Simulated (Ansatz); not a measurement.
# CH5ClGe: a ladder of functionals and wavefunction methods

An exercise on one series of results from a longer session: the logs are not shown, and one member is left open.

Computed with Ansatz 0.2.0, Gaussian basis. Level: functionals in def2-TZVPP, the program's frozen cores in correlated methods.

Levels to be run: LDA (SPW92), PBE-D4, revPBE-D4, BLYP-D4, r2SCAN-D4, B97M-V, PBE0-D4, B3LYP-D4, r2SCANh-D4, r2SCAN0-D4, HSE06-D4, BHLYP-D4, CAM-B3LYP-D4, LC-ωPBE, ωB97X-V, ωB97M-V, B2PLYP, PBE-QIDH; CCSD(T)/def2-SVP; CCSD(T)/def2-TZVPP; MP2/def2-QZVPP; extrapolation to the limit; RPA on PBE.

### Structure used throughout

The geometry comes from an earlier relaxation with PBE0-D4 in a triple-zeta def2 set; it is a stationary point, not always the lowest conformer.

8 atoms, charge 0, spin multiplicity 1.

Atoms are counted from 1 here; the program's logs count them from 0.

Bond lengths: Cl1–C2 1.781 Å, C2–Ge3 1.966 Å, C2–H4 1.089 Å, C2–H5 1.089 Å, Ge3–H6 1.534 Å, Ge3–H7 1.534 Å, Ge3–H8 1.540 Å. Angles: Cl1–C2–Ge3 110.6°, Cl1–C2–H4 107.6°, Cl1–C2–H5 107.6°, Ge3–C2–H4 111.1°, Ge3–C2–H5 111.1°, H4–C2–H5 108.7°, C2–Ge3–H6 109.0°, C2–Ge3–H7 109.0°, C2–Ge3–H8 108.8°, H6–Ge3–H7 110.3°, H6–Ge3–H8 109.9°, H7–Ge3–H8 109.9°.

Set-up of the first run:

Input file in.yaml:

```yaml
crystal:
  periodic: [false, false, false]
  atoms:
    - {symbol: Cl, position_ang: [-2.198883, 0.330563, -0.379985]}
    - {symbol: C, position_ang: [-0.463809, 0.419203, -0.772490]}
    - {symbol: Ge, position_ang: [0.612070, -0.391004, 0.660306]}
    - {symbol: H, position_ang: [-0.312531, -0.100940, -1.717317]}
    - {symbol: H, position_ang: [-0.209398, 1.469641, -0.906612]}
    - {symbol: H, position_ang: [0.357079, 0.371364, 1.966755]}
    - {symbol: H, position_ang: [0.207443, -1.862423, 0.815885]}
    - {symbol: H, position_ang: [2.100230, -0.293501, 0.277659]}
basis:
  gaussian: {orbitals: def2-TZVPP}
hamiltonian: {xc: lda}
output: {orbitals: {seedname: orbitals}}
```

On the command line:

```bash
$ ansatz run in.yaml --threads 2 --pin off --events-out ev --progress --plain --max-ram 4352MiB
```

Steps of the session up to this table: LDA; PBE-D4 (GGA); revPBE-D4 (GGA); BLYP-D4 (GGA); r2SCAN-D4 (meta-GGA); B97M-V (meta-GGA); B3LYP-D4 (hybrid); r2SCANh-D4 (hybrid); r2SCAN0-D4 (hybrid); HSE06-D4 (hybrid); BHLYP-D4 (hybrid); CAM-B3LYP-D4 (range-separated); LC-ωPBE (range-separated); ωB97X-V (range-separated); ωB97M-V (range-separated); B2PLYP (double hybrid); PBE-QIDH (double hybrid).

One table of the session follows, with a row left open; its other results are not shown here.

It belongs to the step «Orbital energies across the functionals». 

| functional | HOMO (eV) | gap (eV) |
| --- | --- | --- |
| LDA (SPW92) | -6.80 | 5.90 |
| PBE-D4 | -6.68 | 5.97 |
| revPBE-D4 | -6.63 | 6.01 |
| BLYP-D4 | -6.54 | 5.93 |
| r2SCAN-D4 | -6.97 | 6.57 |
| B97M-V | -7.09 | 6.60 |
| PBE0-D4 | -7.99 | 8.25 |
| B3LYP-D4 | -7.75 | 7.74 |
| r2SCANh-D4 | ? | ? |
| r2SCAN0-D4 | -8.18 | 8.64 |
| HSE06-D4 | -7.59 | 7.47 |
| BHLYP-D4 | -9.18 | 10.30 |
| CAM-B3LYP-D4 | -9.34 | 10.60 |
| LC-ωPBE | -10.72 | 13.25 |
| ωB97X-V | -10.36 | 12.69 |
| ωB97M-V | -10.20 | 12.26 |

Q: Estimate the row for r2SCANh-D4 from the others.

Worked estimate for «HOMO (eV)». Against the share of exact exchange, r2SCAN-D4 (0, -6.97), r2SCAN0-D4 (0.25, -8.18) give a slope of -4.84 per unit share; at 0.1 the line stands at -7.45.

As computed: HOMO (eV): -7.45; gap (eV): 7.41. In «HOMO (eV)» the line misses by 0.00.
